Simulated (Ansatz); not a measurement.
**Caesium, simple cubic under PBEsol: structure, energy and stiffness**

The plan for caesium in the simple cubic structure: relax it, solve it on a dense k-mesh, then scale the cell to 7 volumes from 88 to 112 % of the relaxed one and try a fit of the equation of state. Spin polarisation is left out. The k-meshes are 7×7×7 for the relaxation; 11×11×11 for the dense run; 7×7×7 for the volumes.

This is Cs in the simple cubic structure; at room conditions it is bcc.

Method: DFT PBEsol, plane waves (420 eV) with PAW, scalar-relativistic; PBE-made PAW files, in Ansatz 0.2.0.

## Step 1: Starting point

The structure is cubic, space group Pm-3m (No. 221). Conventional cell: a = 4.923 Å, b = 4.923 Å, c = 4.923 Å, α = 90.00°, β = 90.00°, γ = 90.00°.

Coordinates:

```
Cs
1.0
     4.92260    0.00000    0.00000
     0.00000    4.92260    0.00000
     0.00000    0.00000    4.92260
Cs
1
Cartesian
  0.0000 0.0000 0.0000
```

## Step 2: Geometry optimisation

The input, input.yaml:

```yaml
crystal:
  lattice:
    - [4.9225963477, 0.0, 0.0]
    - [0.0, 4.9225963477, 0.0]
    - [0.0, 0.0, 4.9225963477]
  atoms:
    - { symbol: Cs, position: [0.0, 0.0, 0.0] }
hamiltonian:
  xc: pbesol
  pseudopotentials:
    kind: paw
    azcp:
      Cs: "pseudopotentials/Cs.paw.azcp"
basis:
  ecutwfc: 420
  fft_grid_basis: typed
kpoints:
  mp_grid: { grid: [7, 7, 7], shift: [0, 0, 0] }
magnetization:
  spin_polarized: false
scf:
  occupations: { method: fermi_dirac, width: 0.1 }
relax:
  max_steps: 60
  f_tol: 0.01
  cell: {}
output:
  write_density: true
  write_potential: true
  elf: true
  volumetric_format: npy
```

The runs that follow: Dense single point; Volume × 0.88; Volume × 0.92; Volume × 0.96; Volume × 1.0; Volume × 1.04; Volume × 1.08; Volume × 1.12.

**Question.** What will these runs give? Wanted: space group; conventional cell; volume; shortest distance; gap on the mesh; relative to bcc; V₀, B₀, B₀′.

The runs gave:

| quantity | value |
| --- | --- |
| space group (spins left aside) | Pm-3m (No. 221) |
| conventional cell | a = 4.923 Å |
| volume | 119.284 Å³/atom |
| shortest distance | 4.923 Å |
| gap on the mesh | none (levels filled in part) |
| relative to bcc | +98 meV/atom |
| V₀, B₀, B₀′ | 120.010 Å³/atom, 1.7 GPa, 3.4 |

In words: From the guessed start the volume shrank by 0.0 % in 2 steps. It lies 98 meV/atom above the element's reference form at the same level (bcc, from a run of its own). No gap shows: it is a metal or semimetal at this level. B₀ comes out at 1.7 GPa, a soft solid. The symmetry was held, so the structure may be unstable against distortions that break it.
